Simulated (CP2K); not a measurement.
# AlBNH4SF (SMILES B[NH][Al]([F])[SH]): AM1

Aim: the energy difference between two shapes of AlBNH4SF at AM1, from 2 runs. 

The calculation is run with CP2K 2026.2.

2 further runs of the same task are left out: 2 set aside as unsound or not needed.

## 1. Starting point

AlBNH4SF has 9 atoms, charge 0, and is taken as a singlet. SMILES: `B[NH][Al]([F])[SH]`. Geometry: a GFN2-xTB relaxation, a rough one for these elements and not checked as a minimum. This is one conformer, not always the lowest.

Bond lengths: B1–N2 1.408 Å, N2–Al3 1.810 Å, Al3–F4 1.644 Å, Al3–S5 2.187 Å, B1–H6 1.173 Å, B1–H7 1.170 Å, N2–H8 1.015 Å, S5–H9 1.330 Å. Angles: B1–N2–Al3 128.0°, N2–Al3–F4 122.1°, N2–Al3–S5 118.9°, F4–Al3–S5 119.0°, B1–N2–H8 115.0°, Al3–N2–H8 117.0°, N2–B1–H6 119.6°, N2–B1–H7 118.3°, Al3–S5–H9 92.8°, H6–B1–H7 122.1°.

## 2. Energy and gradient at AM1

Input file molecule.inp:

```
&GLOBAL
  PROJECT_NAME molecule
  RUN_TYPE ENERGY_FORCE
  PRINT_LEVEL MEDIUM
&END GLOBAL

&FORCE_EVAL
  METHOD QUICKSTEP
  &DFT
    CHARGE 0
    MULTIPLICITY 1
    ! Quickstep
    &QS
      METHOD AM1
      EPS_DEFAULT 1.0E-10
      &SE
        &COULOMB
          CUTOFF [angstrom] 50
          RC_RANGE [angstrom] 0
        &END COULOMB
        &EXCHANGE
          CUTOFF [angstrom] 50
          RC_RANGE [angstrom] 0
        &END EXCHANGE
      &END SE
    &END QS
    ! cluster boundary conditions
    &POISSON
      PERIODIC NONE
      POISSON_SOLVER ANALYTIC
    &END POISSON
    ! SCF settings
    &SCF
      SCF_GUESS ATOMIC
      EPS_SCF 1.0E-07
      MAX_SCF 150
      &DIAGONALIZATION
        ALGORITHM STANDARD
      &END DIAGONALIZATION
      &MIXING
        METHOD DIRECT_P_MIXING
        ALPHA 0.4
      &END MIXING
    &END SCF
    &PRINT
      &MOMENTS
        PERIODIC F
        REFERENCE COM
        MAX_MOMENT 1
      &END MOMENTS
      &MO ON
        ENERGIES T
        OCCUPATION_NUMBERS T
        NDIGITS 6
        &EACH
          QS_SCF 0
        &END EACH
        ADD_LAST NUMERIC
      &END MO
      &HIRSHFELD OFF
      &END HIRSHFELD
    &END PRINT
  &END DFT
  &SUBSYS
    &CELL
      ABC [angstrom] 17.1 13.2 16.6
      PERIODIC NONE
    &END CELL
    &COORD
      B     10.278050     6.301125     9.446965
      N      8.988730     6.619455     8.980455
      Al     8.386400     6.606885     7.273675
      F      9.365550     6.240735     6.004615
      S      6.289870     7.098115     6.889005
      H     10.509740     6.359925    10.595385
      H     11.086950     5.980895     8.664235
      H      8.326660     6.889395     9.701145
      H      6.013050     7.219105     8.184695
    &END COORD
  &END SUBSYS
  &PRINT
    &FORCES ON
    &END FORCES
  &END PRINT
&END FORCE_EVAL
```

Command:

```bash
$ OMP_NUM_THREADS=1 cp2k.psmp molecule.inp > molecule.out
```

Output:

```text
CP2K| version string:                                       CP2K version 2026.2
[...]
 GLOBAL| Method name                                                        CP2K
[...]
 GLOBAL| Run type                                                   ENERGY_FORCE
[...]
                             - Atoms:                                          9
[...]
                             - Spherical basis functions:                     24
[...]
 Number of electrons:                                                         28
[...]
     1 P_Mix/Diag. 0.40E+00    0.0     0.89199709       -33.4954872694 -3.35E+01
[...]
    18 DIIS/Diag.  0.45E-07    0.0     0.00000009       -39.1269504579 -6.39E-14
  *** SCF run converged in    18 steps ***
  Core-core repulsion energy [eV]:                           1597.34802163928703
  Core Hamiltonian energy [eV]:                             -1742.71180078128464
  Two-electron integral energy [eV]:                        -1838.66937780753733
  Electronic energy [eV]:                                   -2662.04648968505353
  Total energy [eV]:                                        -1064.69846804576650
  Atomic reference energy [eV]:                              1059.12192092058922
  Heat of formation [kcal/mol]:                              -128.59824190580292
[...]
 SE_DIPOLE| Moment [Debye]          0.69622997      -0.37562922      -2.46786112
 SE_DIPOLE| Derivative [a.u.]       0.00000000       0.00000000       0.00000000
 ENERGY| Total FORCE_EVAL ( QS ) energy [hartree]            -39.126950457877513
 FORCES| Atomic forces [hartree/bohr]
 FORCES|   Atom     x               y               z               |f|
 FORCES|      1 -6.40839992E-02  1.53555829E-02 -2.68411016E-02   7.11547441E-02
 FORCES|      2  4.43469825E-03 -4.91497863E-03 -3.45421482E-02   3.51707772E-02
 FORCES|      3  9.25470509E-02 -2.05358653E-02  2.71438091E-02   9.86076304E-02
 FORCES|      4 -3.19889942E-02  1.27375722E-02  4.93692681E-02   6.01902494E-02
 FORCES|      5 -3.25604430E-02  7.61953095E-03 -1.99369706E-03   3.34994706E-02
 FORCES|      6  2.65569792E-03  1.19321542E-03  1.72969878E-02   1.75403045E-02
 FORCES|      7  1.37557749E-02 -5.26637129E-03 -1.23740314E-02   1.92372727E-02
 FORCES|      8  1.69070373E-02 -6.79738859E-03 -1.65204080E-02   2.45962656E-02
 FORCES|      9 -1.66682292E-03  6.08702305E-04 -1.53867874E-03   2.34869100E-03
 FORCES| Sum     5.82867088E-16  1.90819582E-16 -4.16333634E-16
 FORCES| Total atomic force                                       7.41269081E-16
[...]
```

Run time: 0.24 s. Hardware: 1 thread of Arm Neoverse V2, shared host.

## 3. The distorted shape, same level

Input file job.inp:

```
&GLOBAL
  PROJECT job
  RUN_TYPE ENERGY_FORCE
  PRINT_LEVEL MEDIUM
&END GLOBAL

&FORCE_EVAL
  METHOD QS
  &DFT
    &QS
      METHOD AM1
      EPS_DEFAULT 1.0E-10
      &SE
        &COULOMB
          CUTOFF [angstrom] 50
          RC_RANGE [angstrom] 0
        &END COULOMB
        &EXCHANGE
          CUTOFF [angstrom] 50
          RC_RANGE [angstrom] 0
        &END EXCHANGE
      &END SE
    &END QS
    &POISSON
      PERIODIC NONE
      POISSON_SOLVER ANALYTIC
    &END POISSON
    &SCF
      SCF_GUESS ATOMIC
      EPS_SCF 1.0E-07
      MAX_SCF 150
      &DIAGONALIZATION
        ALGORITHM STANDARD
      &END DIAGONALIZATION
      &MIXING
        METHOD DIRECT_P_MIXING
        ALPHA 0.4
      &END MIXING
    &END SCF
    &PRINT
      &MOMENTS
        PERIODIC F
        REFERENCE COM
        MAX_MOMENT 1
      &END MOMENTS
      &MO ON
        ENERGIES T
        OCCUPATION_NUMBERS T
        NDIGITS 6
        &EACH
          QS_SCF 0
        &END EACH
        ADD_LAST NUMERIC
      &END MO
      &HIRSHFELD OFF
      &END HIRSHFELD
    &END PRINT
  &END DFT
  &SUBSYS
    &CELL
      ABC 17.1 13.2 16.5
      PERIODIC NONE
    &END CELL
    &COORD
      B     10.273936     6.290696     9.423512
      N      8.918278     6.560418     8.942427
      Al     8.343112     6.624578     7.216727
      F      9.437984     6.291132     5.975967
      S      6.267383     7.069956     6.848470
      H     10.570497     6.310462    10.524033
      H     11.083804     5.975401     8.679428
      H      8.450246     6.745341     9.582845
      H      6.016196     7.224598     8.095756
    &END COORD
  &END SUBSYS
  &PRINT
    &FORCES ON
    &END FORCES
  &END PRINT
&END FORCE_EVAL
```

Command:

```bash
$ OMP_NUM_THREADS=1 cp2k.psmp -i job.inp -o job.out
```

Output:

```text
CP2K| version string:                                       CP2K version 2026.2
[...]
 GLOBAL| Method name                                                        CP2K
[...]
 GLOBAL| Run type                                                   ENERGY_FORCE
[...]
                             - Atoms:                                          9
[...]
                             - Spherical basis functions:                     24
[...]
 Number of electrons:                                                         28
[...]
     1 P_Mix/Diag. 0.40E+00    0.0     0.89636767       -33.3674809118 -3.34E+01
[...]
    19 DIIS/Diag.  0.46E-07    0.0     0.00000008       -39.0757383197  7.11E-15
  *** SCF run converged in    19 steps ***
  Core-core repulsion energy [eV]:                           1601.47280117804894
  Core Hamiltonian energy [eV]:                             -1743.04046941420461
  Two-electron integral energy [eV]:                        -1843.47449332012320
  Electronic energy [eV]:                                   -2664.77771607426621
  Total energy [eV]:                                        -1063.30491489621727
  Atomic reference energy [eV]:                              1059.12192092058922
  Heat of formation [kcal/mol]:                               -96.46214029819372
[...]
 SE_DIPOLE| Moment [Debye]          0.80580530      -0.55196288      -2.42459911
 SE_DIPOLE| Derivative [a.u.]       0.00000000       0.00000000       0.00000000
 ENERGY| Total FORCE_EVAL ( QS ) energy [hartree]            -39.075738319718944
 FORCES| Atomic forces [hartree/bohr]
 FORCES|   Atom     x               y               z               |f|
 FORCES|      1 -9.43060256E-02  1.28044147E-02 -5.37057522E-02   1.09278943E-01
 FORCES|      2  1.68551096E-01 -5.31996412E-02 -1.91299043E-01   2.60451526E-01
 FORCES|      3  1.21132231E-01 -3.05666047E-02  1.11805133E-02   1.25428620E-01
 FORCES|      4 -5.87269658E-02  1.83200033E-02  7.03453406E-02   9.34502327E-02
 FORCES|      5 -3.02224574E-02  5.99270809E-03 -1.86186035E-02   3.59994705E-02
 FORCES|      6  1.52697355E-03  5.22457230E-03  4.31820732E-02   4.35237779E-02
 FORCES|      7  2.57799223E-02 -8.30821685E-03 -2.98248744E-02   4.02883853E-02
 FORCES|      8 -1.28421666E-01  4.76557902E-02  1.54984334E-01   2.06841346E-01
 FORCES|      9 -5.31310841E-03  2.07697418E-03  1.37560118E-02   1.48919711E-02
 FORCES| Sum     2.77555756E-17 -1.59594560E-16 -1.66533454E-16
 FORCES| Total atomic force                                       2.32323453E-16
[...]
```

It took 0.22 s on 1 thread of Arm Neoverse V2, shared host.

## 4. What came out

Level: AM1.

| quantity | value |
| --- | --- |
| first shape: total energy | -39.12695 Eh |
| first shape: dipole moment | 2.59 D |
| first shape: HOMO energy | -9.99 eV |
| first shape: heat of formation at this unrelaxed shape | -128.6 kcal/mol |
| first shape: largest force on an atom | 5.071 eV/Å |
| distorted shape: total energy | -39.07574 Eh |
| distorted shape: dipole moment | 2.61 D |
| distorted shape: HOMO energy | -10.06 eV |
| distorted shape: heat of formation at this unrelaxed shape | -96.5 kcal/mol |
| distorted shape: largest force on an atom | 13.393 eV/Å |
| energy change with the atoms displaced | 1.394 eV |

With the atoms displaced the energy rises by 1.39 eV (134 kJ/mol). The first shape isn't relaxed at this level, so the change isn't measured from a minimum. The largest force (first shape) is 5.07 eV/Å: the shape isn't a stationary point for this species at this level.
